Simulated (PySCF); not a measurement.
# HfN2H4ClF (SMILES [NH2][Hf]([NH2])([F])[Cl]) at 4 levels

Aim: a comparison of 4 runs (HF/def2-SVP, PBE0/def2-SVP, wB97X/def2-TZVP, MP2/def2-SVPD) of HfN2H4ClF. The job is set up through a Python script.

Program for the calculation: PySCF 2.14.0.

### 1 Starting point

HfN2H4ClF has 9 atoms, charge 0, and is taken as a singlet. As SMILES, `[NH2][Hf]([NH2])([F])[Cl]`. Geometry: relaxed at PBE0-D4/def2-TZVP. This is one conformer, not always the lowest.

Bond lengths: N1–Hf2 2.016 Å, Hf2–N3 2.021 Å, Hf2–F4 1.910 Å, Hf2–Cl5 2.372 Å, N1–H6 1.011 Å, N1–H7 1.011 Å, N3–H8 1.010 Å, N3–H9 1.011 Å. Some angles: N1–Hf2–N3 106.0°, N1–Hf2–F4 109.9°, N1–Hf2–Cl5 110.7°, N3–Hf2–F4 109.0°, N3–Hf2–Cl5 109.3°, F4–Hf2–Cl5 111.8°, Hf2–N1–H6 126.2°, Hf2–N1–H7 124.9°, Hf2–N3–H8 125.9°, Hf2–N3–H9 125.2°.

### 2 Energy and gradient at HF/def2-SVP (core potential) (run 1)

Contents of job.py:

```python
# [NH2][Hf]([NH2])([F])[Cl]
from pyscf import gto

molecule = gto.M(
    atom=[
    ('N', (1.065000, 1.300000, -0.217200)),
    ('Hf', (-0.305800, -0.125200, -0.609100)),
    ('N', (-0.493900, -1.198500, 1.092700)),
    ('F', (0.325400, -1.271100, -2.001200)),
    ('Cl', (-2.397900, 0.850700, -1.154200)),
    ('H', (2.029200, 1.299900, -0.520600)),
    ('H', (0.869500, 2.179200, 0.242900)),
    ('H', (-0.033400, -1.004200, 1.969800)),
    ('H', (-1.058100, -2.030900, 1.196900)),
],
    basis='def2-svp',
    spin=0,
    charge=0,
    verbose=4,
    ecp={'Hf': 'def2-svp'},
    max_memory=1860,
)

mf = molecule.RHF()
mf.conv_tol = 1e-10
mf.kernel()
if not mf.converged:
    mf = mf.newton().run(mf.mo_coeff, mf.mo_occ)

e_final = mf.e_tot
print('Final energy', e_final)
grad = mf.nuc_grad_method().kernel()
mf.analyze()
```

Launch:

```sh
$ OMP_NUM_THREADS=1 python job.py
```

The program printed:

```text
PySCF version 2.14.0

[... 93 lines left out ...]
MO #7   energy= -8.00202117824843  occ= 2
[... 20 lines left out ...]
MO #28  energy= -0.406620025627093 occ= 2
[... 20 lines left out ...]
MO #49  energy= 0.709204696871913  occ= 0
[... 20 lines left out ...]
MO #70  energy= 1.22324947312901   occ= 0
[... 20 lines left out ...]
MO #91  energy= 2.24558365276461   occ= 0
[... 20 lines left out ...]
MO #112 energy= 706.966894576425   occ= 0
[... 124 lines left out ...]
Dipole moment(X, Y, Z, Debye):  1.99648,  0.46871,  2.56121
```

Wall time 18 s (1 thread of Intel Xeon at 2.70GHz, shared host); peak memory 0.27 GiB.

### 3 Energy and gradient at PBE0/def2-SVP (core potential) (run 2)

Contents of job.py:

```python
# [NH2][Hf]([NH2])([F])[Cl]
import pyscf.grad
from pyscf import gto, dft

mol = gto.M(
    atom='''
N    1.065000   1.300000  -0.217200
Hf  -0.305800  -0.125200  -0.609100
N   -0.493900  -1.198500   1.092700
F    0.325400  -1.271100  -2.001200
Cl  -2.397900   0.850700  -1.154200
H    2.029200   1.299900  -0.520600
H    0.869500   2.179200   0.242900
H   -0.033400  -1.004200   1.969800
H   -1.058100  -2.030900   1.196900
''',
    verbose=3,
    spin=0,
    basis='def2-svp',
    ecp={'Hf': 'def2-svp'},
    max_memory=1860,
)

calc0 = dft.RKS(mol, xc='pbe0')
calc0.conv_tol = 1e-10
calc0.grids.level = 5
calc0.kernel()
if not calc0.converged:
    calc0 = calc0.newton().run(calc0.mo_coeff, calc0.mo_occ)

energy = calc0.e_tot
print(f'total energy: {energy:.8f} hartree')
grad = calc0.Gradients().kernel()
dip = calc0.dip_moment()
pop, q = calc0.mulliken_pop()
```

Launch:

```sh
$ OMP_NUM_THREADS=1 python job.py
```

The program printed:

```text
converged SCF energy = -719.528445869092
total energy: -719.52844587 hartree
[... 8 lines left out ...]
Dipole moment(X, Y, Z, Debye):  2.08666,  0.43125,  2.58460
[... 122 lines left out ...]
charge of    8H =      0.15028
```

It took 53 s on 1 thread of Intel Xeon at 2.70GHz, shared host; peak memory 1.1 GiB.

Run 3 isn't shown in full; the table further down has it.

### 4 Energy and forces at MP2/def2-SVPD (core potential) (run 4)

Contents of calc.py:

```python
from pyscf import gto, mp

molecule = gto.M(
    atom=[
    ('N', (1.065000, 1.300000, -0.217200)),
    ('Hf', (-0.305800, -0.125200, -0.609100)),
    ('N', (-0.493900, -1.198500, 1.092700)),
    ('F', (0.325400, -1.271100, -2.001200)),
    ('Cl', (-2.397900, 0.850700, -1.154200)),
    ('H', (2.029200, 1.299900, -0.520600)),
    ('H', (0.869500, 2.179200, 0.242900)),
    ('H', (-0.033400, -1.004200, 1.969800)),
    ('H', (-1.058100, -2.030900, 1.196900)),
],
    basis='def2-svpd',
    charge=0,
    max_memory=1860,
    ecp={'Hf': 'def2-svp'},
    verbose=3,
)

mf = molecule.RHF()
mf.conv_tol = 1e-10
mf.kernel()
if not mf.converged:
    mf = mf.newton().run(mf.mo_coeff, mf.mo_occ)

pt = mp.MP2(mf, frozen=8).run()
etot = pt.e_tot
print(f'total energy: {etot:.8f} hartree')
grad = pt.nuc_grad_method().kernel()
mf.analyze()
```

Launch:

```sh
$ OMP_NUM_THREADS=1 python calc.py
```

The program printed:

```text
converged SCF energy = -717.611335448107
[... 33 lines left out ...]
MO #22  energy= -0.56509856653443  occ= 2
[... 26 lines left out ...]
MO #49  energy= 0.276636827752664  occ= 0
[... 26 lines left out ...]
MO #76  energy= 0.568959011034241  occ= 0
[... 26 lines left out ...]
MO #103 energy= 1.2699884121459    occ= 0
[... 26 lines left out ...]
MO #130 energy= 2.09516385350813   occ= 0
[... 26 lines left out ...]
MO #157 energy= 707.680361170919   occ= 0
[... 1 line left out ...]
WARN: Weak orthogonality for localized orbitals 7.297908842864029e-09

 ** Mulliken atomic charges  **
charge of    0N =     -0.87505
charge of    1Hf =      2.29234
charge of    2N =     -0.87796
charge of    3F =     -0.61695
charge of    4Cl =     -0.69118
charge of    5H =      0.19495
charge of    6H =      0.19379
charge of    7H =      0.18944
charge of    8H =      0.19062
Dipole moment(X, Y, Z, Debye):  1.92947,  0.43340,  2.42159
```

Wall time 1.8 min (1 thread of Intel Xeon at 2.70GHz, shared host); peak memory 2 GiB.

### 5 Overview of the runs

```tsv
run	level	integration grid	frozen core orbitals	energy (Eh)	dipole moment (D) of the reference	HOMO energy (eV)	LUMO energy (eV)	wall time
1	HF/def2-SVP (core potential)	–	–	-717.585787	3.28	-11.06	2.11	18 s
2	PBE0/def2-SVP (core potential)	5	–	-719.528446	3.35	-7.55	-0.33	53 s
3	wB97X/def2-TZVP (core potential)	5	–	-720.308688	3.09	-10.13	1.46	4.5 min
4	MP2/def2-SVPD (core potential)	–	8	-718.570042	3.13	-11.18	1.54	1.8 min
```

### 6 Results

| quantity | value |
| --- | --- |
| run 4: total energy | -718.57004 Eh |
| run 4: dipole moment (Hartree–Fock density) | 3.13 D |
| run 4: HOMO energy (Hartree–Fock orbitals) | -11.18 eV |
| run 4: LUMO energy (Hartree–Fock orbitals) | 1.54 eV |
| run 4: HOMO–LUMO gap (Hartree–Fock orbitals) | 12.72 eV |
| run 4: correlation energy (8 core orbitals frozen) | -958.7 mEh |
| run 4: largest force on an atom | 0.603 eV/Å |

What this shows: Over runs 1, 2, 3 the dipole moment (its size) runs from 3.09 D (wB97X/def2-TZVP) to 3.35 D (PBE0/def2-SVP). The two ends differ in method and basis. Over runs 1, 2, 3 the HOMO–LUMO gap runs from 7.23 eV (PBE0/def2-SVP) to 13.18 eV (HF/def2-SVP). Exact exchange widens orbital gaps. Totals of different functionals can't be ranked against each other. All runs together took 7.5 min, the longest 4.5 min.
